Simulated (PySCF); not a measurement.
# CdH2 (SMILES [H][Cd][H]): CCSD(T)/STO-3G

Aim: the vertical ionisation energy of CdH2 at CCSD(T)/STO-3G, from 2 runs. The job is set up through a Python script.

The calculation is run with PySCF 2.14.0.

4 further runs of the same task are left out: 4 set aside as unsound or not needed.

## (1) The system as given

CdH2: 3 atoms, total charge 0, spin state singlet. SMILES: `[H][Cd][H]`. The shape comes from GFN2-xTB, which is rough for such elements, and wasn't checked as a minimum.

Bond lengths: Cd1–H2 1.657 Å, Cd1–H3 1.658 Å. Angles: H2–Cd1–H3 180.0°.

## (2) A single-point energy at CCSD(T)/STO-3G

The input, mol.xyz:

```xyz
3
CdH2
Cd     0.000260     0.000150     0.000510
H     -0.017450    -0.021530     1.657160
H      0.017190     0.021380    -1.657670
```

The input, input.py:

```python
# CdH2
from pyscf import gto, scf, cc

system = gto.Mole()
system.atom = 'mol.xyz'
system.verbose = 3
system.max_memory = 1860
system.basis = 'sto-3g'
system.charge = 0
system.build()

mf = scf.RHF(system)
mf.conv_tol = 1e-10
mf.kernel()
if not mf.converged:
    mf = mf.newton().run(mf.mo_coeff, mf.mo_occ)

mycc = cc.CCSD(mf, frozen=14)
mycc.kernel()
e_t = mycc.ccsd_t()
etot = mycc.e_tot + e_t
print('E = %.10f Eh' % etot)
```

Run with:

```
OMP_NUM_THREADS=1 python input.py
```

Output:

```text
converged SCF energy = -5412.72336783349
E(CCSD) = -5412.769620649515  E_corr = -0.04625281602116649
CCSD(T) correction = -0.00070523926075449
E = -5412.7703258888 Eh
```

It took 0.81 s on 1 thread of Arm Neoverse V1, shared host; peak memory 0.1 GiB.

## (3) The doublet cation, same level

The input, geometry.xyz:

```xyz
3

Cd     0.000260     0.000150     0.000510
H     -0.017450    -0.021530     1.657160
H      0.017190     0.021380    -1.657670
```

The input, run.py:

```python
from pyscf import gto, cc

mol = gto.M(
    atom='geometry.xyz',
    spin=1,
    verbose=3,
    basis='sto-3g',
    max_memory=1860,
    charge=1,
)

mf = mol.UHF()
mf.conv_tol = 1e-10
mf.kernel()
if not mf.converged:
    mf = mf.newton().run(mf.mo_coeff, mf.mo_occ)

mycc = cc.CCSD(mf, frozen=14)
mycc.kernel()
e_t = mycc.ccsd_t()
e_tot = mycc.e_tot + e_t
print('E = %.10f Eh' % e_tot)
```

Run with:

```
OMP_NUM_THREADS=1 python run.py
```

Output:

```text
converged SCF energy = -5412.45432055197  <S^2> = 0.85830264  2S+1 = 2.1055191
E(UCCSD) = -5412.494324153375  E_corr = -0.04000360140884259
UCCSD(T) correction = -0.000616257725479817
E = -5412.4949404111 Eh
```

Run time: 1.3 s. Hardware: 1 thread of Arm Neoverse V1, shared host; peak memory 0.12 GiB.

## (4) Results

Level: CCSD(T)/STO-3G, 14 core orbitals frozen.

```
                                                                  quantity           value
                                                singlet CdH2: total energy  -5412.77033 Eh
                        singlet CdH2: dipole moment (Hartree–Fock density)          0.00 D
                         singlet CdH2: HOMO energy (Hartree–Fock orbitals)        -7.81 eV
                         singlet CdH2: LUMO energy (Hartree–Fock orbitals)         8.79 eV
                       singlet CdH2: HOMO–LUMO gap (Hartree–Fock orbitals)        16.61 eV
                singlet CdH2: correlation energy (14 core orbitals frozen)       -47.0 mEh
                                              singlet CdH2: (T) correction       -0.71 mEh
                                               singlet CdH2: T1 diagnostic           0.008
                                              doublet cation: total energy  -5412.49494 Eh
doublet cation: HOMO energy (Hartree–Fock orbitals) (highest over α and β)       -14.00 eV
 doublet cation: LUMO energy (Hartree–Fock orbitals) (lowest over α and β)        -6.68 eV
              doublet cation: correlation energy (14 core orbitals frozen)       -40.6 mEh
                                            doublet cation: (T) correction       -0.62 mEh
                         doublet cation: ⟨S²⟩ of the reference determinant           0.858
                                             doublet cation: T1 diagnostic           0.016
                        vertical ionisation energy (to the doublet cation)        7.494 eV
```

In words: The vertical ionisation energy comes to 7.49 eV (173 kcal/mol). In a minimal basis such a difference can be off by several eV, whatever the method. Mulliken charges (singlet CdH2) of the mean-field density run from -0.22 on H3 to +0.45 on Cd1; they depend strongly on the basis. The triples (singlet CdH2) make up 1.5 % of the correlation energy. Relativity is left out (singlet CdH2) although the molecule holds a heavy atom. ⟨S²⟩ (doublet cation) is 0.86 where a pure doublet has 0.75: the reference is spin-contaminated.
